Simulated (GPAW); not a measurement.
Cd2S:

```
Cd S
1.0
     3.96267    0.00000    0.00000
    -1.98134    3.43177    0.00000
     0.00000    0.00000    5.80919
Cd S
2 1
Direct
  0.33333 0.66667 0.93272
  0.66667 0.33333 0.57873
  0.33333 0.66667 0.36571
```

The cell comes from a database or a generator and needn't be the stable form of this composition.

* Program: GPAW 26.7.0
* Task: single point
* Functional: PBE
* Potentials or basis: GPAW PAW data sets (gpaw-data 1.2.1)
* Cutoff: 600 eV
* Basis: pw
* k mesh: 8 × 8 × 5
* Occupations: fermi-dirac, width 0.05 eV
* Spin: no spin polarisation

On this cell: pressure -0.4 GPa; largest force 0.072 eV/Å; band gap on the k mesh 0.24 eV, indirect (least direct gap 0.57 eV).

The same run follows on a disturbed copy (atoms moved at random, drawn with an rms of 0.05 Å):

```xyz
3
Lattice="3.9627 0.0000 0.0000 -1.9813 3.4318 0.0000 0.0000 0.0000 5.8092" Properties=species:S:1:pos:R:3 pbc="T T T"
Cd   -0.0135    2.2609    5.4264
Cd    2.0175    1.2042    3.3235
S    -0.0381    2.2548    2.0836
```

Q: What does the disturbed cell give?

A: The energy moves by +10.8 meV/atom; pressure 0.0 GPa; largest force 0.499 eV/Å; band gap on the k mesh 0.15 eV, indirect (least direct gap 0.47 eV).

Forces on the atoms (eV/Å):
```
Cd   0.013  0.003 -0.272
Cd  -0.346 -0.318  0.075
S    0.333  0.315  0.197
```

Stress tensor (GPa, compression positive):
```
 0.43  0.70 -0.60
 0.70 -1.02 -0.57
-0.60 -0.57  0.73
```

Caveats: an odd mesh through Γ misses points on the zone boundary, where band edges often lie.
